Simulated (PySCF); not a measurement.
**[Re(BH4)4]+: other functionals and bases at one geometry**

Aim: see how levels, charges and forces of [Re(BH4)4]+ depend on the level of theory. The species was built from a template and needn't be a known compound.

Method: several levels, as the steps say, no spin–orbit coupling; program: PySCF 2.14.0.

5 further runs of the same task are left out: 2 for a known fault of the program, 2 that didn't finish, 1 set aside as unsound or not needed.

## 1. Starting geometry

21 atoms, charge 1, spin multiplicity 3.

Bond lengths: Re1–B2 2.312 Å, Re1–H4 1.815 Å, Re1–B7 2.312 Å, Re1–H9 1.815 Å, Re1–B12 2.129 Å, Re1–H14 1.897 Å, Re1–H15 2.042 Å, Re1–H16 2.042 Å, Re1–B17 2.129 Å, Re1–H19 1.897 Å, Re1–H20 2.042 Å, Re1–H21 2.042 Å, B2–H3 1.223 Å, B2–H4 1.321 Å, B2–H5 1.220 Å, B2–H6 1.220 Å, B7–H8 1.223 Å, B7–H9 1.321 Å and more. Angles: B2–Re1–H4 34.7°, B2–Re1–B7 123.3°, B2–Re1–H9 88.5°, B2–Re1–B12 105.2°, B2–Re1–H14 88.0°, B2–Re1–H15 140.4°, B2–Re1–H16 81.6°, B2–Re1–B17 105.2°, B2–Re1–H19 88.0°, B2–Re1–H20 81.6°, B2–Re1–H21 140.4°, H4–Re1–B7 88.5°, H4–Re1–H9 53.8°, H4–Re1–B12 119.4°, H4–Re1–H14 86.3°, H4–Re1–H15 145.2°, H4–Re1–H16 110.5°, H4–Re1–B17 119.4° and more.

As a file:

```csv
atom,x (Å),y (Å),z (Å)
Re1,0.0000,0.0000,-0.0531
B2,1.4388,1.4388,1.0451
H3,1.6505,1.6505,2.2304
H4,0.5806,0.5806,1.5657
H5,2.3868,0.8828,0.5162
H6,0.8828,2.3868,0.5162
B7,-1.4388,-1.4388,1.0451
H8,-1.6505,-1.6505,2.2304
H9,-0.5806,-0.5806,1.5657
H10,-2.3868,-0.8828,0.5162
H11,-0.8828,-2.3868,0.5162
B12,1.2566,-1.2566,-1.2257
H13,1.9494,-1.9494,-1.9164
H14,1.3376,-1.3376,0.0839
H15,0.0357,-1.5388,-1.3945
H16,1.5388,-0.0357,-1.3945
B17,-1.2566,1.2566,-1.2257
H18,-1.9494,1.9494,-1.9164
H19,-1.3376,1.3376,0.0839
H20,-0.0357,1.5388,-1.3945
H21,-1.5388,0.0357,-1.3945
```

Formal oxidation states: Re +5. An earlier session relaxed this geometry at r2SCAN, Re def2-SVP with ECP60, B def2-SVP, H def2-SVP (triplet, point group C2v).

At r2SCAN on the finer grid: E = -186.709375 Eh, HOMO -11.15 eV, LUMO -10.31 eV (over both spins), ⟨S²⟩ = 2.019, Mulliken charge on Re1 +0.56 e, largest force component 0.012 eV/Å. 

Levels to run: BP86; HF; BLYP; M06-L. Hardware: 4 threads of Intel Xeon 6975P-C (Granite Rapids), shared host.

## 2. BP86

Input file run.py (the lines that set the calculation):

```python
mol = gto.M(atom='''
Re     0.00000     0.00000    -0.05308
B      1.43885     1.43885     1.04511
H      1.65053     1.65053     2.23044
H      0.58065     0.58065     1.56574
H      2.38683     0.88280     0.51618
H      0.88280     2.38683     0.51618
B     -1.43885    -1.43885     1.04511
H     -1.65053    -1.65053     2.23044
H     -0.58065    -0.58065     1.56574
H     -2.38683    -0.88280     0.51618
H     -0.88280    -2.38683     0.51618
B      1.25659    -1.25659    -1.22566
H      1.94937    -1.94937    -1.91640
H      1.33760    -1.33760     0.08392
H      0.03567    -1.53883    -1.39453
H      1.53883    -0.03567    -1.39453
B     -1.25659     1.25659    -1.22566
H     -1.94937     1.94937    -1.91640
H     -1.33760     1.33760     0.08392
H     -0.03567     1.53883    -1.39453
H     -1.53883     0.03567    -1.39453''',
    basis={'Re': 'def2-SVP', 'B': 'def2-SVP', 'H': 'def2-SVP'},
    ecp={'Re': 'def2-SVP'},
    charge=1, spin=2)
mf = dft.UKS(mol, xc='B88,P86')
mf.grids.atom_grid = (75, 302)
mf = mf.density_fit()  # fitting sets: Re def2-universal-JKFIT, B def2-universal-JKFIT, H def2-universal-JKFIT
mf.conv_tol = 1e-08; mf.max_cycle = 55
mf.kernel(dm0)  # dm0: the density of the relaxed state
```

Launch:

```
$ OMP_NUM_THREADS=4 python run.py
```

## 3. HF

run.py (the lines that set the calculation), as its differences from that of step 2:

```diff
@@ -25,4 +25,3 @@
     charge=1, spin=2)
-mf = dft.UKS(mol, xc='B88,P86')
-mf.grids.atom_grid = (75, 302)
+mf = scf.UHF(mol)
 mf = mf.density_fit()  # fitting sets: Re def2-universal-JKFIT, B def2-universal-JKFIT, H def2-universal-JKFIT
```

## 4. BLYP

run.py (the lines that set the calculation), as its differences from that of step 3:

```diff
@@ -25,3 +25,4 @@
     charge=1, spin=2)
-mf = scf.UHF(mol)
+mf = dft.UKS(mol, xc='BLYP')
+mf.grids.atom_grid = (75, 302)
 mf = mf.density_fit()  # fitting sets: Re def2-universal-JKFIT, B def2-universal-JKFIT, H def2-universal-JKFIT
```

## 5. M06-L

run.py (the lines that set the calculation), as its differences from that of step 4:

```diff
@@ -25,3 +25,3 @@
     charge=1, spin=2)
-mf = dft.UKS(mol, xc='BLYP')
+mf = dft.UKS(mol, xc='M06L')
 mf.grids.atom_grid = (75, 302)
```

**Question.** What will these runs give? Wanted: for each run, HOMO; gap; charge on Re1; dipole; largest force.

As calculated:

| level | state | HOMO (eV) | gap (eV) | charge on Re1 (e) | dipole (D) | largest force (eV/Å) | basis functions | time |
| --- | --- | --- | --- | --- | --- | --- | --- | --- |
| r2SCAN (relaxed here) | triplet | -11.15 | 0.85 | 0.56 | 1.45 | 0.01 | 168 | 24 s |
| BP86 | triplet | -10.73 | 0.39 | 0.38 | 1.36 | 0.19 | 168 | 20 s |
| HF | triplet | -16.28 | 9.09 | 1.04 | 2.04 | 1.25 | 168 | 4.1 s |
| BLYP | triplet | -10.54 | 0.39 | 0.35 | 1.37 | 0.24 | 168 | 18 s |
| M06-L | triplet | -11.02 | 0.72 | 0.96 | 1.33 | 0.28 | 168 | 31 s |

Times are on 4 threads of Intel Xeon 6975P-C (Granite Rapids), shared host; the first row also made further properties. The dipole of a charged species depends on the origin, so these sizes hold for this origin alone.

In one basis the HOMO–LUMO gap runs from 0.39 eV (BP86) to 9.09 eV (HF). The largest leftover force, 1.25 eV/Å with HF, stands at a geometry relaxed at another level. The Mulliken charge on Re spans +0.35 to +1.04 e over the levels. Total energies of different levels can't be compared. Spin–orbit coupling is left out throughout.
